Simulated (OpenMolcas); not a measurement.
# Zr³⁺ among point charges: CASSCF and CASPT2 levels and susceptibility

How does a field of 6 point charges split the states of Zr³⁺, and what χT follows?

The numbers are computed with OpenMolcas 26.06 (state-averaged CASSCF and CASPT2, spin-orbit coupling by RASSI with atomic mean-field integrals), except any that are marked as measured or tabulated.

**1. Starting point**

- Species: Zr³⁺ (zirconium, Z = 40, 37 electrons)
- Basis: ANO-RCC-VDZP [6s5p3d1f], 43 functions
- Scalar Hamiltonian: DKH2, point nucleus
- Inactive shells: 1s 2s 2p 3s 3p 3d 4s 4p
- Active space: 1 electron in 5 orbitals (4d)
- Some configurations of this space: 4d
- Orbitals: optimised for each spin and parity, averaged over all roots

The outer shells:

4d
```
4d [↑ ][  ][  ][  ][  ]
```

The ion sits among 6 point charges of -1.7 e arranged as an octahedron (Oh), 1.74 Å from the ion.

Each step is its own input file, run in one work folder so that later steps find the files of earlier ones. Labels, J, g values, rates, χT and fits are worked out afterwards by a script from the matrices that RASSI stores. The input lists half of the charges; inversion (Group=XYZ) makes the rest.

**2. One- and two-electron integrals**

a.inp

```
&GATEWAY
Coord
1

Zr 0.0 0.0 0.0
Basis=ANO-RCC-VDZP
Group=XYZ
NoMove
AngMom=0.0 0.0 0.0
AMFI
XField
3 Angstrom 0
1.740000 0.000000 0.000000 -1.700000
0.000000 1.740000 0.000000 -1.700000
0.000000 0.000000 1.740000 -1.700000
&SEWARD
```

On the command line:

```
$ OMP_NUM_THREADS=1 MOLCAS_MEM=1689 MOLCAS_PROJECT=a pymolcas a.inp > a.log
```

**3. CASSCF: doublets of even parity, 5 roots**

a.inp

```
&RASSCF
FileOrb=start.orb
Symmetry=1
Spin=2
nActEl=1 0 0
Inactive=9 9
Ras2=5 0
CIRoot=5 5 1
SDav=5
CIMx=300
Iter=120 100
PrWF=0.3
OrbListing=Nothing
MaxOrb=0
>>> COPY $Project.JobIph JOB001
```

start.orb holds the contracted functions of the basis, ordered by shell, or the orbitals of the step before.

**4. RASSI: spin-orbit coupling between the states**

a.inp

```
&RASSI
NrOfJobIphs=1 5
1 2 3 4 5
IphNames
JOB001
EJob
SpinOrbit
DIPRint=1.0
SOCoupling=1000.0
Subsets=2
Property=9
'ANGMOM' 1 'ANGMOM' 2 'ANGMOM' 3 'MLTPL  1' 1 'MLTPL  1' 2 'MLTPL  1' 3
'AMFI' 1 'AMFI' 2 'AMFI' 3
SOProperty=3
'ANGMOM' 1 'ANGMOM' 2 'ANGMOM' 3
```

**5. CASPT2: IPEA 0.25, imaginary shift 0.1 (closed shells correlated: 4s 4p)**

a.inp

```
>>> COPY JOB001 $Project.JobIph
&CASPT2
Multistate=5 1 2 3 4 5
NoMult
Frozen=8 6
IPEA=0.25
Imaginary=0.1
MaxIter=60
WThr=0.0 0.3 0.05
PrWF=0.5
NoMix
```

(Steps that only read results are left out.)

**Question.** What will these runs give? Wanted: spin-free ground state; first state of the same spin within the active space; lowest level; next level.

As calculated:

| quantity | value |
| --- | --- |
| method | SS-CASPT2, IPEA 0.25, imaginary shift 0.1 (closed shells correlated: 4s 4p) |
| spin-free ground state | 2T2, 3-fold in its orbital part |
| first state of the same spin within the active space | 2E at 48100 cm⁻¹ |
| lowest level | 4-fold Γ8 |
| next level | 229.4 cm⁻¹ |
| χT at 300 K | 0.44 cm³ K/mol |
| effective moment at 300 K | 1.88 μB |

Cost by method:

| method | time of its own steps | time with the reference |
| --- | --- | --- |
| A. CASSCF | 1.6 s | 1.6 s |
| B. SS-CASPT2, IPEA 0.25, imaginary shift 0.1, +4s 4p | 0.42 s | 2 s |

Times are of one thread on a shared host.

What this shows: The spin-free ground state (2T2) comes to 100 % from free-ion D terms and keeps the highest spin of the shell. χT at 300 K is 0.44, against 0.38 cm³ K/mol for the spin alone, so orbital moment adds to it. The field of point charges can differ much from that of real complexes. Point charges carry no covalency, so the field is a model and not that of real ligands.
